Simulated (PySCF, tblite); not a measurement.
**BH₆SSi₂ radical, a small gas-phase stand-in for a defect centre (B on Si): EPR parameters**

What EPR parameters should one expect for `[SiH3]B([SiH3])[S]`? It is drawn as: sulfur hole.

Computed with tblite 0.8.0 and PySCF 2.14.0; each step states its level. No surroundings beyond the atoms listed, unless a continuum is named. Atoms count from 0, parts from 1.

## Step 1: Starting point

10 atoms, charge 0, multiplicity 2; geometry: distance geometry start.

## Step 2: Geometry optimisation with GFN2-xTB

What the job is given:

```
{"job": {"kind": "relax", "xc": "GFN2-xTB", "basis": "xTB"}, "charge": 0, "multiplicity": 2}
Si     0.118470     0.142572     0.332107
B     -0.083518    -0.861163     1.991842
Si     0.131755    -2.797833     1.834900
S     -1.451757    -0.271435     3.141231
H      0.600354     1.455741     0.628777
H      1.039194    -0.524642    -0.474017
H     -1.133245     0.238824    -0.321172
H      1.496655    -3.093570     1.626413
H     -0.318558    -3.398184     3.023252
H     -0.635644    -3.279592     0.731981
```

Level: GFN2-xTB geometry optimisation, gas phase.

On the command line:

```bash
$ OMP_NUM_THREADS=1 python cluster_run.py task.json out
```

This one command runs all jobs of the session in turn.

Standard output:

```text
step      E/eV     max force
  0    -297.64503    4.004
  1    -298.11465    2.671
  2    -298.20035    3.575
  3    -298.31651    0.865
  4    -298.33506    0.596
  5    -298.36934    0.705
  6    -298.39339    0.612
  7    -298.41214    0.272
  8    -298.41895    0.229
  9    -298.42729    0.290
 10    -298.43251    0.270
 11    -298.44331    0.269
 12    -298.45095    0.222
 13    -298.45566    0.146
 14    -298.45954    0.215
 15    -298.46471    0.228
 16    -298.46866    0.150
 17    -298.47090    0.102
 18    -298.47215    0.132
 19    -298.47362    0.135
 20    -298.47624    0.162
 21    -298.47972    0.164
 22    -298.48210    0.093
 23    -298.48283    0.054
 24    -298.48312    0.053
 25    -298.48340    0.048
 26    -298.48385    0.055
 27    -298.48445    0.083
 28    -298.48502    0.095
 29    -298.48540    0.067
 30    -298.48558    0.030
 31    -298.48564    0.018
 32    -298.48566    0.011
 33    -298.48567    0.012
 34    -298.48568    0.009
 35    -298.48570    0.011
 36    -298.48573    0.022
 37    -298.48577    0.027
 38    -298.48581    0.025
 39    -298.48584    0.014
 40    -298.48585    0.013
 41    -298.48587    0.019
 42    -298.48590    0.029
 43    -298.48595    0.036
 44    -298.48601    0.030
 45    -298.48605    0.013
 46    -298.48607    0.007
```

It took 1 s on 1 thread of AMD EPYC 7R43, shared host.

Step by step: (not every step is listed)

| step | energy from step 0 (eV) | largest force (eV/Å) |
| --- | --- | --- |
| 0 | 0.0000 | 4.0039 |
| 1 | -0.4696 | 2.6702 |
| 2 | -0.5553 | 3.5751 |
| 3 | -0.6715 | 0.8648 |
| 4 | -0.6900 | 0.5963 |
| 5 | -0.7243 | 0.7054 |
| 6 | -0.7484 | 0.6123 |
| 7 | -0.7671 | 0.2713 |
| 8 | -0.7739 | 0.2293 |
| 11 | -0.7983 | 0.2693 |
| 14 | -0.8145 | 0.2145 |
| 17 | -0.8259 | 0.1026 |
| 20 | -0.8312 | 0.1626 |
| 23 | -0.8378 | 0.0540 |
| 26 | -0.8388 | 0.0547 |
| 29 | -0.8404 | 0.0671 |
| 32 | -0.8406 | 0.0112 |
| 35 | -0.8407 | 0.0110 |
| 38 | -0.8408 | 0.0246 |
| 41 | -0.8408 | 0.0193 |
| 42 | -0.8409 | 0.0294 |
| 43 | -0.8409 | 0.0352 |
| 44 | -0.8410 | 0.0294 |
| 45 | -0.8410 | 0.0128 |
| 46 | -0.8410 | 0.0066 |

Distances of close pairs at the start and the end, largest changes first:

| bond | before (Å) | after (Å) | change (Å) |
| --- | --- | --- | --- |
| B1–S3 | 1.882 | 1.682 | -0.199 |
| Si0–H5 | 1.394 | 1.470 | +0.076 |
| Si2–H8 | 1.405 | 1.467 | +0.062 |
| Si2–H7 | 1.412 | 1.471 | +0.059 |
| Si0–H6 | 1.415 | 1.470 | +0.055 |
| Si0–B1 | 1.950 | 2.002 | +0.052 |
| B1–Si2 | 1.955 | 2.000 | +0.045 |
| Si2–H9 | 1.427 | 1.470 | +0.043 |

## Step 3: Optimising the geometry at PBE0-D3(BJ)/def2-SVP

What the job is given:

```
{"job": {"xc": "PBE0", "basis": "def2-SVP", "d3": "d3bj", "grid": 2, "kind": "geom", "shake": 0.01}, "charge": 0, "multiplicity": 2}
Si     0.125083     1.408971    -0.933161
B     -0.372931     0.335690     0.669635
Si     0.064352    -1.609348     0.611695
S     -1.098212     1.039459     1.995017
H      0.597819     2.764078    -0.595673
H      1.137307     0.789314    -1.754748
H     -1.071808     1.615307    -1.785688
H      1.547362    -1.777000     0.422864
H     -0.284536    -2.323634     1.863051
H     -0.602885    -2.268420    -0.491519
```

Standard output:

```text
step   0  E = -1004.86600511  max force = 0.015580
step   1  E = -1004.87025596  max force = 0.002158
step   2  E = -1004.87036011  max force = 0.000744
step   3  E = -1004.87038697  max force = 0.000385
step   4  E = -1004.87040796  max force = 0.000578
step   5  E = -1004.87044017  max force = 0.000837
step   6  E = -1004.87048846  max force = 0.000852
step   7  E = -1004.87055030  max force = 0.000839
step   8  E = -1004.87061728  max force = 0.000768
step   9  E = -1004.87067552  max force = 0.000692
step  10  E = -1004.87068952  max force = 0.000435
optimisation converged
```

It took 73 s on 1 thread of AMD EPYC 7R43, shared host; peak memory 0.52 GiB.

Relaxation path:

| step | energy from step 0 (eV) | largest force component (eV/Å) |
| --- | --- | --- |
| 0 | 0.0000 | 0.8012 |
| 1 | -0.1157 | 0.1110 |
| 2 | -0.1185 | 0.0383 |
| 3 | -0.1192 | 0.0198 |
| 4 | -0.1198 | 0.0297 |
| 5 | -0.1207 | 0.0430 |
| 6 | -0.1220 | 0.0438 |
| 7 | -0.1237 | 0.0431 |
| 8 | -0.1255 | 0.0395 |
| 9 | -0.1271 | 0.0356 |
| 10 | -0.1275 | 0.0224 |

Distances of close pairs at the start and the end, largest changes first:

| bond | before (Å) | after (Å) | change (Å) |
| --- | --- | --- | --- |
| Si0–H5 | 1.443 | 1.496 | +0.053 |
| Si2–H9 | 1.448 | 1.496 | +0.048 |
| Si0–B1 | 1.992 | 2.039 | +0.047 |
| B1–Si2 | 1.994 | 2.038 | +0.044 |
| B1–S3 | 1.667 | 1.689 | +0.022 |
| Si0–H4 | 1.474 | 1.493 | +0.018 |
| Si0–H6 | 1.484 | 1.496 | +0.013 |
| Si2–H8 | 1.483 | 1.493 | +0.010 |

The end geometry stands in the next job.

| at the end point | value |
| --- | --- |
| point group (found at 0.08 Å tolerance) | C2 |
| rotational constants (GHz, main isotopes) | 2.819, 2.541, 1.380 |
| dipole moment (D) | 0.53 |
| ⟨S²⟩ | 0.756 |

## Step 4: g tensor and hyperfine couplings: B3LYP/IGLO-III+pcH-1

What the job is given:

```
{"job": {"kind": "epr"}, "charge": 0, "multiplicity": 2}
Si     0.087162     1.431794    -0.945760
B     -0.234147     0.395300     0.780651
Si     0.025266    -1.618598     0.602740
S     -0.682596     1.146016     2.225095
H      0.252367     2.898092    -0.719598
H      1.301776     0.892401    -1.632699
H     -1.101396     1.189520    -1.822178
H      1.499835    -1.870085     0.562481
H     -0.582848    -2.382941     1.731827
H     -0.570131    -2.082198    -0.689283
```

Level: UKS B3LYP, IGLO-III on B S Si, pcH-1 on H, non-relativistic, mean-field spin-orbit, GIAO.

Standard output:

```text
UKS, coarse grid
  cycle   1  E = -1005.69709987  |g| = 2.17e-01
  cycle   2  E = -1005.68426578  |g| = 2.31e-01
  cycle   3  E = -1005.71073797  |g| = 1.10e-01
  cycle   4  E = -1005.71748563  |g| = 4.09e-02
  cycle   5  E = -1005.71854494  |g| = 7.08e-03
  cycle   6  E = -1005.71860235  |g| = 2.43e-03
  cycle   7  E = -1005.71861270  |g| = 1.02e-03
  cycle   8  E = -1005.71861329  |g| = 1.91e-04
UKS, final grid
  cycle   1  E = -1005.71861836  |g| = 1.79e-04
  cycle   2  E = -1005.71861833  |g| = 3.13e-04
  cycle   3  E = -1005.71861839  |g| = 6.20e-05
  cycle   4  E = -1005.71861840  |g| = 2.49e-05
E = -1005.71861840 Eh   <S^2> = 0.7549 (exact 0.7500)
g shifts (ppm)      1          2          3
  rmc          -220       -220       -220
  gc             -6         25         41
  oz_so         862       6182      21497
  total         636       5987      21318
hyperfine (MHz)  atom isotope    a_iso     a_fc   dipolar eigenvalues
    0  29Si    -137.06    -137.32    -36.43     18.11     18.32
    1   11B     -30.74     -30.60    -11.10     -2.76     13.87
    2  29Si    -135.51    -135.77    -36.06     17.95     18.11
    3   33S      19.13      18.37    -66.89    -59.28    126.17
    4    1H       3.85       3.85     -2.98     -0.60      3.58
    5    1H      13.21      13.22     -2.31     -0.69      3.00
    6    1H       9.89       9.89     -2.23     -0.85      3.09
    7    1H       9.64       9.63     -2.21     -0.86      3.07
    8    1H       4.38       4.37     -2.94     -0.59      3.54
    9    1H      12.45      12.45     -2.29     -0.69      2.98
```

Run time: 30 s. Hardware: 1 thread of AMD EPYC 7R43, shared host; peak memory 0.85 GiB.

Principal g values 2.00296, 2.00831, 2.02364; g(iso) = 2.01163, against 2.00232 for a free electron.

Hyperfine couplings; where a row names several nuclei, a(iso) is their mean (it holds for fast rotation or exchange) and the dipolar term the largest among them:

| nuclei | isotope | a(iso) (MHz) | a(iso) (G, at g = 2.0023) | largest dipolar term (MHz) |
| --- | --- | --- | --- | --- |
| Si0, Si2 | 29Si | -136.3 | -48.6 | -36.4 |
| B1 | 11B | -30.7 | -11.0 | 13.9 |
| S3 | 33S | 19.1 | 6.8 | 126.2 |
| H5, H9 | 1H | 12.8 | 4.6 | 3.0 |
| H6, H7 | 1H | 9.8 | 3.5 | 3.1 |
| H4, H8 | 1H | 4.1 | 1.5 | 3.6 |

Mulliken spin populations:

| atom | value (e) |
| --- | --- |
| Si0 | 0.11 |
| B1 | 0.00 |
| Si2 | 0.11 |
| S3 | 0.74 |
| H4 | 0.00 |
| H5 | 0.01 |
| H6 | 0.01 |
| H7 | 0.01 |
| H8 | 0.00 |
| H9 | 0.01 |

In first order the couplings over 0.8 MHz of 11B, 1H give 108 distinct lines over 52.0 G, if the averaged nuclei exchange fast; the same motion can average rows kept apart here too.

## Step 5: g tensor and hyperfine couplings: BHandHLYP/IGLO-III+pcH-1

Same as in step 4 but for these lines:

```diff
@@ -1,2 +1,2 @@
-{"job": {"kind": "epr"}, "charge": 0, "multiplicity": 2}
+{"job": {"kind": "epr", "xc": "BHandHLYP"}, "charge": 0, "multiplicity": 2}
 Si     0.087162     1.431794    -0.945760
```

Method: UKS BHandHLYP, IGLO-III on B S Si, pcH-1 on H, non-relativistic, mean-field spin-orbit, GIAO.

Standard output:

```text
UKS, coarse grid
  cycle   1  E = -1005.57779503  |g| = 2.31e-01
  cycle   2  E = -1005.57060904  |g| = 2.87e-01
  cycle   3  E = -1005.62199128  |g| = 4.64e-02
  cycle   4  E = -1005.62422434  |g| = 2.33e-02
  cycle   5  E = -1005.62514018  |g| = 1.07e-02
  cycle   6  E = -1005.62544977  |g| = 5.74e-03
  cycle   7  E = -1005.62558596  |g| = 1.48e-03
  cycle   8  E = -1005.62559190  |g| = 4.10e-04
UKS, final grid
  cycle   1  E = -1005.62559466  |g| = 2.65e-04
  cycle   2  E = -1005.62559475  |g| = 2.09e-04
  cycle   3  E = -1005.62559478  |g| = 9.34e-05
  cycle   4  E = -1005.62559481  |g| = 5.69e-05
  cycle   5  E = -1005.62559482  |g| = 2.06e-05
  cycle   6  E = -1005.62559482  |g| = 9.06e-06
E = -1005.62559482 Eh   <S^2> = 0.7595 (exact 0.7500)
g shifts (ppm)      1          2          3
  rmc          -232       -232       -232
  gc            -10         30         42
  oz_so         914      12446      22083
  total         672      12245      21894
hyperfine (MHz)  atom isotope    a_iso     a_fc   dipolar eigenvalues
    0  29Si    -136.76    -137.00    -32.77     16.16     16.60
    1   11B     -38.72     -38.54     -9.33     -0.59      9.92
    2  29Si    -135.26    -135.51    -32.44     16.03     16.41
    3   33S      33.76      32.54    -74.84    -64.64    139.48
    4    1H       0.88       0.88     -2.78     -0.77      3.55
    5    1H      12.36      12.36     -2.05     -0.71      2.76
    6    1H       8.34       8.33     -1.99     -0.89      2.88
    7    1H       8.11       8.10     -1.97     -0.89      2.86
    8    1H       1.34       1.33     -2.75     -0.76      3.51
    9    1H      11.64      11.65     -2.04     -0.71      2.75
```

Wall time 32 s (1 thread of AMD EPYC 7R43, shared host); peak memory 0.78 GiB.

In short: g(iso) 2.01392.

## Step 6: Run by run: EPR parameters

g, ⟨S²⟩ and isotropic hyperfine couplings (MHz), with basis size and wall time:

| run | g(iso) | ⟨S²⟩ | 29Si Si0 (mean) | 11B B1 | 33S S3 | 1H H5 (mean) | 1H H6 (mean) | functions | time |
| --- | --- | --- | --- | --- | --- | --- | --- | --- | --- |
| B3LYP/IGLO-III+pcH-1 | 2.01163 | 0.755 | -136.3 | -30.7 | 19.1 | 12.8 | 9.8 | 227 | 30 s |
| BHandHLYP/IGLO-III+pcH-1 | 2.01392 | 0.760 | -136.0 | -38.7 | 33.8 | 12.0 | 8.2 | 227 | 32 s |

## Step 7: Outcome

| quantity | value |
| --- | --- |
| point group | C2 |
| rotational constants (main isotopes) | 2.82, 2.54, 1.38 GHz |
| g(iso) (B3LYP) | 2.01163 |
| ⟨S²⟩ | 0.755 (exact 0.75) |
| largest a(iso) (averaged by class) | 29Si on Si0, Si2, -136.3 MHz |

In words: The start of the PBE0/def2-SVP relaxation was shaken at random by about 0.01 Å, so part of the energy gained, and of the first lengths quoted, undoes that. The optimisation took 10 steps and gained 0.127 eV; among the close pairs (by a distance rule), Si0–H5 changed most, from 1.443 to 1.496 Å (PBE0/def2-SVP). Most of the unpaired spin sits on S3 (0.74 e). The isotropic g lies 9.3 ppt above the free-electron value. The coupling of 29Si on Si0 runs from -136.3 (B3LYP/IGLO-III+pcH-1) to -136.0 MHz (BHandHLYP/IGLO-III+pcH-1).
